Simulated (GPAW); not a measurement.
# InH2ClO (SMILES [OH][InH][Cl]): a chain of runs, part 2 of 2

GPAW 26.7.0.

## 3. The harmonic vibrations at BLYP-D3(BJ)/dzp (scalar-relativistic datasets, shape nonlinear) (run 2)

relaxed.xyz reads:

```xyz
5
Lattice="13.040262 0.0 0.0 0.0 13.515255 0.0 0.0 0.0 11.548489" Properties=species:S:1:pos:R:3:forces:R:3 energy=-16.612779131865018 pbc="F F F"
O        5.28520693       6.81914136       5.03606857       0.00038740       0.00977195      -0.00200180
In       7.17357519       7.00335941       5.70955108       0.00122749      -0.00664725       0.00217464
Cl       8.00809944       4.95026540       6.58346320      -0.00993473      -0.00464476      -0.00461315
H        4.98541227       5.88339786       5.16114636      -0.00516017       0.00216833      -0.00064776
H        8.06688398       8.45884329       5.67091850      -0.00109039      -0.00520886      -0.00129482
```

vib.py reads:

```python
from ase.calculators.mixing import SumCalculator
from ase.io import read
from ase.thermochemistry import IdealGasThermo
from ase.vibrations import Vibrations
from dftd3.ase import DFTD3
from gpaw import GPAW, setup_paths
from gpaw.atom.configurations import parameters
from gpaw.atom.generator import Generator

system = read('relaxed.xyz')

for symbol in ['Cl', 'H', 'In', 'O']:
    Generator(symbol, xcname='BLYP', scalarrel=True, nofiles=True, txt=None).run(**parameters[symbol])
setup_paths.insert(0, '.')

calc = GPAW(mode='lcao',
            maxiter=100,
            basis='dzp',
            convergence={'density': 1e-05},
            symmetry='off',
            xc='BLYP',
            h=0.16,
            txt='ClH2InO.txt')
system.calc = SumCalculator([DFTD3(method='BLYP', damping='d3bj'), calc])

energy = system.get_potential_energy()
vib = Vibrations(system, delta=0.02, nfree=4)
vib.run()
vib.summary()
freqs = vib.get_frequencies()
zpe = vib.get_zero_point_energy()

thermo = IdealGasThermo(vib_energies=vib.get_energies(), potentialenergy=energy, atoms=system, geometry='nonlinear',
                        symmetrynumber=1, spin=0.0, ignore_imag_modes=True)
H = thermo.get_enthalpy(298.15, verbose=False)
S = thermo.get_entropy(298.15, 1000.0, verbose=False)
G = thermo.get_gibbs_energy(temperature=298.15, pressure=1000.0)
```

The run is started by

```console
python3 vib.py
```

Standard output:

```text
---------------------
  #    meV     cm^-1
---------------------
  0    7.7i     62.0i
  1    1.0i      7.9i
  2    4.4      35.8
  3    7.5      60.4
  4    7.7      62.3
  5    9.7      78.0
  6   19.2     154.9
  7   35.9     289.4
  8   42.0     338.9
  9   47.8     385.8
 10   65.4     527.5
 11   73.2     590.1
 12  106.4     858.3
 13  233.6    1883.9
 14  442.0    3564.6
---------------------
Zero-point energy: 0.547 eV
Enthalpy components at T = 298.15 K:
===============================
Enthalpy components at T = 298.15 K:
===============================
E_pot                -16.613 eV
E_ZPE                  0.533 eV
Cv_trans (0->T)        0.039 eV
Cv_rot (0->T)          0.039 eV
Cv_vib (0->T)          0.060 eV
-------------------------------
U                    -15.943 eV
===============================
(C_v -> C_p)           0.026 eV
-------------------------------
H                    -15.917 eV
===============================

Entropy components at T = 298.15 K and P = 1000.0 Pa:
=================================================
{"":15s}{"S":13s}     {"T*S:13s}
S_trans (1 bar)    0.0017907 eV/K        0.534 eV
S_rot              0.0011331 eV/K        0.338 eV
S_elec             0.0000000 eV/K        0.000 eV
S_vib              0.0003274 eV/K        0.098 eV
S (1 bar -> P)     0.0003968 eV/K        0.118 eV
-------------------------------------------------
S                  0.0036481 eV/K        1.088 eV
=================================================

Free energy components at T = 298.15 K and P = 1000.0 Pa:
=======================
    H        -15.917 eV
 -T*S         -1.088 eV
-----------------------
    G        -17.005 eV
=======================
```

ClH2InO.txt, cut to the lines that bear on the results:

```text
[...]
Number of symmetries: 1
[...]
  Number of IBZ points: 1
[...]
basis functions: 59
Spin-components: 1 (collinear spins)
Bands:           19
[...]
  Valence electrons: 28.0
[...]
  Grid points: [80 84 72]
  Charge: 0.0  # |e|
[...]
    cutoffs:
[...]
occupation numbers:
  # Zero width
[...]
|iter     |     time |      energy | eigst |  dens |
[...]
|iter:   1| 00:10:44 |  -16.429380c|      c|       |
[...]
Converged in 8 steps
[...]
dipole moment: (0.040585, 0.204235, -0.047952)  # |e|*Ang
Fermi level: -4.404
[...]
|iter:   7| 00:11:01 |  -16.428771c|      c| -5.25c|
Converged in 7 steps
[...]
Energy contributions relative to reference atoms: (reference = -174620.581316)
Energy contributions:
  Kinetic:          26.956726
  Coulomb:         -25.792907
  Zero:              0.122646
  External:          0.000000
  Xc:              -17.715236
  Entropy:           0.000000
  Spinorbit:         0.000000
  ----------------------------
  Free energy:     -16.428771
  Extrapolated:    -16.428771
dipole moment: (0.039943, 0.205101, -0.051488)  # |e|*Ang
Fermi level: -4.413
Eigenvalues  # (at kpt = [0.000, 0.000, 0.000])
| band index |      eig [eV] | occ [0-2] |
|------------|---------------|-----------|
|          0 |       -23.662 |     2.000 |
|        ... |               |           |
|          6 |       -18.470 |     2.000 |
|          7 |       -11.360 |     2.000 |
|          8 |        -9.798 |     2.000 |
|          9 |        -8.103 |     2.000 |
|         10 |        -7.398 |     2.000 |
|         11 |        -7.129 |     2.000 |
|         12 |        -6.714 |     2.000 |
|         13 |        -6.653 |     2.000 |
|         14 |        -2.173 |     0.000 |
|         15 |        -2.030 |     0.000 |
[...]
Gap: 4.481 eV
Transition (v -> c):
[...]
Forces  # eV/Ang
|        x |        y |        z |
|----------|----------|----------|
| -0.00807 |  0.01929 | -0.01664 |  # O    0
| -0.00998 | -0.00063 |  0.03709 |  # In   1
|  0.01063 | -0.03517 |  0.00184 |  # Cl   2
| -0.01072 |  0.00131 | -0.00868 |  # H    3
|  0.00217 |  0.01102 | -0.02762 |  # H    4
Force computation time: 0.253  # s
timing:  # [seconds]
  Total:  660.867  # ━━━━━━━━━━━━━━━━━━━━━━━━━━━━━━━━━━━━━━━━━━━━━━━━━━━━━━━━
  Init:     7.746  # ╸
  SCF:    545.800  # ━━━━━━━━━━━━━━━━━━━━━━━━━━━━━━━━━━━━━━━━━━━━━━
  Forces:  15.530  # ━╸
  Move:    91.502  # ━━━━━━━━
```

Wall time 11 min (1 thread of Arm Neoverse V2, shared host); peak memory 1.1 GiB.

## 4. What came out

What follows sums up all 2 parts.

| quantity | value |
| --- | --- |
| run 1, BLYP-D3(BJ)/dzp: energy as printed (from the program's reference atoms) | -16.6128 eV |
| run 1, BLYP-D3(BJ)/dzp: dipole moment | 1.02 D |
| run 1, BLYP-D3(BJ)/dzp: HOMO energy | -6.65 eV |
| run 1, BLYP-D3(BJ)/dzp: LUMO energy | -2.14 eV |
| run 1, BLYP-D3(BJ)/dzp: HOMO–LUMO gap | 4.51 eV |
| run 1, BLYP-D3(BJ)/dzp: dispersion energy | -17.70 kJ/mol |
| run 2, BLYP-D3(BJ)/dzp: lowest harmonic wavenumber | 155 cm⁻¹ |
| run 2, BLYP-D3(BJ)/dzp: highest harmonic wavenumber | 3565 cm⁻¹ |
| run 2, BLYP-D3(BJ)/dzp: zero-point energy | 51.4 kJ/mol |
| run 2, BLYP-D3(BJ)/dzp: ideal-gas entropy at 298.15 K and 1000 Pa (symmetry number 1 as used) | 84.1 cal/(mol K) |

The optimisation (run 1, BLYP-D3(BJ)/dzp) took 18 steps and changed the energy by -0.136 eV. All 9 modes (run 2, BLYP-D3(BJ)/dzp) are real, so the shape is a minimum at this level.
